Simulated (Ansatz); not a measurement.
# C2H6SiTe: up Jacob's ladder to CCSD(T)

Aim: compute C2H6SiTe with functionals from several rungs and with coupled cluster. The yardstick is the atomisation energy at the CCSD(T) limit.

Program: Ansatz 0.2.0, Gaussian basis. Level of theory: functionals in def2-TZVPP, the program's frozen cores in correlated methods. These are calculated values, not measurements.

Levels to be run: LDA (SPW92), PBE-D4, revPBE-D4, BLYP-D4, r2SCAN-D4, B97M-V, PBE0-D4, B3LYP-D4, r2SCANh-D4, r2SCAN0-D4, HSE06-D4, BHLYP-D4, CAM-B3LYP-D4, LC-ωPBE, ωB97X-V, ωB97M-V, B2PLYP, PBE-QIDH; CCSD(T)/def2-SVP; CCSD(T)/def2-TZVPP; MP2/def2-QZVPP; extrapolation to the limit; RPA on PBE.

## (1) The relaxed structure

The geometry comes from an earlier relaxation with PBE0-D4 in a triple-zeta def2 set; it is a stationary point, not always the lowest conformer. Te takes the def2 core potential; no spin-orbit term is included.

10 atoms, charge 0, spin multiplicity 1.

Atoms are counted from 1 here; the program's logs count them from 0.

Bond lengths: C1–C2 1.324 Å, C1–H5 1.086 Å, C1–H6 1.084 Å, C2–Te3 2.104 Å, C2–H7 1.085 Å, Te3–Si4 2.490 Å, Si4–H8 1.485 Å, Si4–H9 1.486 Å, Si4–H10 1.485 Å. Angles: C2–C1–H5 120.5°, C2–C1–H6 122.5°, H5–C1–H6 117.0°, C1–C2–Te3 123.2°, C1–C2–H7 121.4°, Te3–C2–H7 115.2°, C2–Te3–Si4 93.6°, Te3–Si4–H8 112.2°, Te3–Si4–H9 109.3°, Te3–Si4–H10 106.7°, H8–Si4–H9 108.9°, H8–Si4–H10 109.6°, H9–Si4–H10 110.1°.

## (2) LDA

This LDA is Slater exchange with PW92 correlation.

The input, in.yaml:

```yaml
crystal:
  periodic: [false, false, false]
  atoms:
    - {symbol: C, position_ang: [-0.768044, 1.664061, -1.454084]}
    - {symbol: C, position_ang: [0.107187, 0.939399, -0.774478]}
    - {symbol: Te, position_ang: [0.166776, 0.875550, 1.328073]}
    - {symbol: Si, position_ang: [0.438177, -1.598569, 1.401008]}
    - {symbol: H, position_ang: [-0.715039, 1.720452, -2.537538]}
    - {symbol: H, position_ang: [-1.560586, 2.224546, -0.970587]}
    - {symbol: H, position_ang: [0.892025, 0.383187, -1.276925]}
    - {symbol: H, position_ang: [-0.807291, -2.310725, 1.017400]}
    - {symbol: H, position_ang: [1.527011, -2.001416, 0.472925]}
    - {symbol: H, position_ang: [0.802884, -1.947786, 2.797108]}
basis:
  gaussian: {orbitals: def2-TZVPP}
hamiltonian: {xc: lda}
output: {orbitals: {seedname: orbitals}}
```

After this run come: PBE-D4 (GGA); revPBE-D4 (GGA); BLYP-D4 (GGA); r2SCAN-D4 (meta-GGA); B97M-V (meta-GGA); PBE0-D4 (hybrid); B3LYP-D4 (hybrid); r2SCANh-D4 (hybrid); r2SCAN0-D4 (hybrid); HSE06-D4 (hybrid); BHLYP-D4 (hybrid); CAM-B3LYP-D4 (range-separated); LC-ωPBE-D4 (range-separated); ωB97X-V (range-separated); ωB97M-V (range-separated); B2PLYP (double hybrid); PBE-QIDH (double hybrid); CCSD(T) in def2-SVP; CCSD(T) in def2-TZVPP; MP2 in def2-QZVPP; RPA on PBE orbitals.

Q: Predict the results of all the runs planned. Wanted: atomisation energy, CCSD(T)/CBS; farthest beyond LDA; mean size of error, GGA; mean size of error, meta-GGA; mean size of error, hybrid; mean size of error, range-separated; mean size of error, double hybrid; gap, smallest and largest; T1 diagnostic.

As calculated:

| quantity | value |
| --- | --- |
| atomisation energy, CCSD(T)/CBS | 3400.5 kJ/mol |
| functionals within 34.0 kJ/mol (1.0 %) | PBE-D4, BLYP-D4, r2SCAN-D4, B97M-V, PBE0-D4, B3LYP-D4, r2SCANh-D4, HSE06-D4, CAM-B3LYP-D4, ωB97X-V, ωB97M-V |
| farthest beyond LDA | BHLYP-D4 (-91.8 kJ/mol) |
| mean size of error, GGA | 31.0 kJ/mol |
| mean size of error, meta-GGA | 13.0 kJ/mol |
| mean size of error, hybrid | 36.8 kJ/mol |
| mean size of error, range-separated | 29.3 kJ/mol |
| mean size of error, double hybrid | 50.0 kJ/mol |
| gap, smallest and largest | 3.58 eV (LDA (SPW92)), 9.99 eV (LC-ωPBE) |
| T1 diagnostic | 0.0115 |
| triples share of the correlation energy | 3.4 % |

**Reading.** The LDA atomisation energy is off by 430.2 kJ/mol (13 %): it overbinds. PBE-D4 is off by +32.0 kJ/mol. Double hybrids carry the basis error of their MP2 part in triple zeta, and no dispersion term here, so their miss is partly the set-up's. The rungs meta-GGA, range-separated, GGA miss on average by less than the doubt on the reference (34.0 kJ/mol), so they tie. Misses under about 34.0 kJ/mol are within the doubt on the reference itself, which lacks core-valence correlation, spin-orbit coupling and higher excitations, and its outer-core shells are covered unevenly. All levels share the lack of spin-orbit coupling, which lowers the free heavy atoms and so the true binding. Hartree-Fock recovers 73 % of the binding; the rest is correlation. CCSD(T) in def2-SVP is off by -220.1 kJ/mol, worse than the median functional, from the basis alone. Orbital gaps span 3.6 to 10.0 eV; exact exchange widens them. Correlated methods include outer-core shells of Te, which these sets cover unevenly.
